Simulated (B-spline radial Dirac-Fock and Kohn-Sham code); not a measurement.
# Inner shells of Rh³⁴⁺

Wanted for the Rh³⁴⁺ ion: its X-ray form factor and Compton profile, the binding energy of each subshell and how cheaper methods do for the levels.

The numbers are computed with B-spline radial Dirac-Fock and Kohn-Sham code (version 2): a free atom or ion on a radial basis; each step names its model.

**1. What is computed**

The Rh³⁴⁺ ion in the configuration 1s2 2s2 2p6 3s1.

```
nuclear charge     : 45
electrons          : 11
mass number        : 103
nuclear rms radius : 4.4945 fm
```

**2. Form factor and Compton profile**

Model: Dirac-Fock average of configuration, finite nucleus; form factor of the spherical density, Waller-Hartree incoherent function, impulse-approximation Compton profiles.

Recorded inputs:

```ini
task = scatter
Z = 45
charge = 34
configuration = 1s2 2s2 2p6 3s1
mass_number = 103
rms_radius = 4.4945  # fm
s = [0.0, 0.08, 0.1, 0.12, 0.14, 0.17, 0.2, 0.24, 0.29, 0.35, 0.42, 0.5, 0.59, 0.71, 0.85, 1.02, 1.22, 1.46, 1.74, 2.08, 2.49, 2.98, 3.57]  # 1/A
pz = [0, 0.1, 0.2, 0.3, 0.4, 0.5, 0.6, 0.8, 1.0, 1.2, 1.4, 1.6, 1.8, 2.0, 2.5, 3.0, 4.0, 5.0, 7.0, 10.0, 15.0, 20.0, 30.0, 40.0, 60.0, 100.0]  # a.u.
photon_energy = [1000, 2000, 8047.8, 10000, 17479.3, 100000, 200000, 500000]  # eV
```

**3. Binding energies**

Model: Dirac-Fock average of configuration, Delta-SCF, finite nucleus, first-order Breit with its frequency dependence, self-energy and vacuum polarisation.

Recorded inputs:

```ini
task = binding
```

**4. Dirac LDA, for comparison**

Model: Dirac-Kohn-Sham LDA (Slater exchange, VWN correlation), finite nucleus, spherical and without spin polarisation.

Settings, as recorded:

```ini
task = binding-ladder
method = lda,vwn
relativity = dirac
```

**5. non-relativistic HF, for comparison**

Model: non-relativistic Hartree-Fock, average of configuration, point nucleus.

Settings, as recorded:

```ini
task = binding-ladder
method = hf
relativity = nr
```

(Steps that only read results are left out.)

What does the calculation give? Wanted: rms radius of the electron cloud; form factor halves at; Compton profile at zero; deepest level listed, L2; least bound, M1; Dirac LDA, L2: eigenvalue / ΔSCF; non-relativistic HF, 2p: eigenvalue / ΔSCF.

**Answer**, as computed:

```
                                  quantity               value
          rms radius of the electron cloud          0.160 bohr
                     form factor halves at             2.4 1/Å
                   Compton profile at zero       0.4904 1/a.u.
          deepest level listed, L2 (2p1/2)           5066.8 eV
                      least bound, M1 (3s)           2128.4 eV
  ionisation energy, NIST (semi-empirical)          2129.22 eV
          Dirac LDA, L2: eigenvalue / ΔSCF  4980.5 / 5077.8 eV
non-relativistic HF, 2p: eigenvalue / ΔSCF  4916.1 / 4912.5 eV
```

**Reading.** The form factor starts at the 11 electrons and halves by s = 2.4 1/Å. Incoherent scattering outweighs coherent from 200 keV on, among the energies asked. The L2 (2p1/2) level lies 4.04 eV under Koopmans' value by relaxation alone; Breit gives -7.16 and QED +0.22 eV. NIST's ionisation energy differs by +0.80 eV from the least binding energy; correlation is missing from the calculation. Dirac LDA misses the L2 level by -1.7 % with its eigenvalue and by +0.2 % with ΔSCF, so total-energy differences mend most of the error. Non-relativistic HF misses the 2p level by -1.0 % with its eigenvalue and by -1.1 % with ΔSCF, as relativity is missing. The Hartree-Fock and Dirac-Fock values hold no electron correlation.
